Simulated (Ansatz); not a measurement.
# Si16O: the cost of one run

Method: DFT PBE, plane waves, PAW, scalar-relativistic, collinear spin, in Ansatz 0.2.0.

## Step 1: The system as given

The cell holds 17 atoms (OSi16): a = 7.679 Å, b = 7.679 Å, c = 7.679 Å, α = 60.00°, β = 60.00°, γ = 60.00°.

As a file:

```
Si O
1.0
     0.00000    5.43000    5.43000
     5.43000    0.00000    5.43000
     5.43000    5.43000    0.00000
Si O
16 1
Direct
  0.00000 0.00000 0.00000
  0.12500 0.12500 0.12500
  0.00000 0.00000 0.50000
  0.12500 0.12500 0.62500
  0.00000 0.50000 0.00000
  0.12500 0.62500 0.12500
  0.00000 0.50000 0.50000
  0.12500 0.62500 0.62500
  0.50000 0.00000 0.00000
  0.62500 0.12500 0.12500
  0.50000 0.00000 0.50000
  0.62500 0.12500 0.62500
  0.50000 0.50000 0.00000
  0.62500 0.62500 0.12500
  0.50000 0.50000 0.50000
  0.62500 0.62500 0.62500
  0.87698 0.36947 0.88262
```

## Step 2: Relaxing the start

File input.yaml:

```yaml
crystal:
  lattice:
    - [0.0, 5.43, 5.43]
    - [5.43, 0.0, 5.43]
    - [5.43, 5.43, 0.0]
  atoms:
    - { symbol: Si, position: [0.0, 0.0, 0.0] }
    - { symbol: Si, position: [0.125, 0.125, 0.125] }
    - { symbol: Si, position: [0.0, 0.0, 0.5] }
    - { symbol: Si, position: [0.125, 0.125, 0.625] }
    - { symbol: Si, position: [0.0, 0.5, 0.0] }
    - { symbol: Si, position: [0.125, 0.625, 0.125] }
    - { symbol: Si, position: [0.0, 0.5, 0.5] }
    - { symbol: Si, position: [0.125, 0.625, 0.625] }
    - { symbol: Si, position: [0.5, 0.0, 0.0] }
    - { symbol: Si, position: [0.625, 0.125, 0.125] }
    - { symbol: Si, position: [0.5, 0.0, 0.5] }
    - { symbol: Si, position: [0.625, 0.125, 0.625] }
    - { symbol: Si, position: [0.5, 0.5, 0.0] }
    - { symbol: Si, position: [0.625, 0.625, 0.125] }
    - { symbol: Si, position: [0.5, 0.5, 0.5] }
    - { symbol: Si, position: [0.625, 0.625, 0.625] }
    - { symbol: O, position: [0.8769828, 0.3694722, 0.8826173], spin: 1.0 }
magnetization:
  spin_polarized: true
basis:
  ecutwfc: 420.0
kpoints:
  mp_grid: { grid: [2, 2, 2] }
hamiltonian:
  xc: pbe
  pseudopotentials: { kind: paw, azcp: { folder: soft_1 } }
scf:
  occupations: { method: fermi_dirac, width: 0.02 }
  lower_state_search: "off"
relax:
  f_tol: 0.08
  max_steps: 25
  adjacent_minimum: "off"
```

Run with:

```console
ansatz run input.yaml --threads 1 --pin off --max-ram 3072MiB --backend cpu --events-out ev --progress --plain --runs-dir out
```

**Question.** How long does this run take on 1 thread of Arm Neoverse V2, shared host, and how much memory does it need?

About 5.4 min, with a peak of 0.66 GiB.
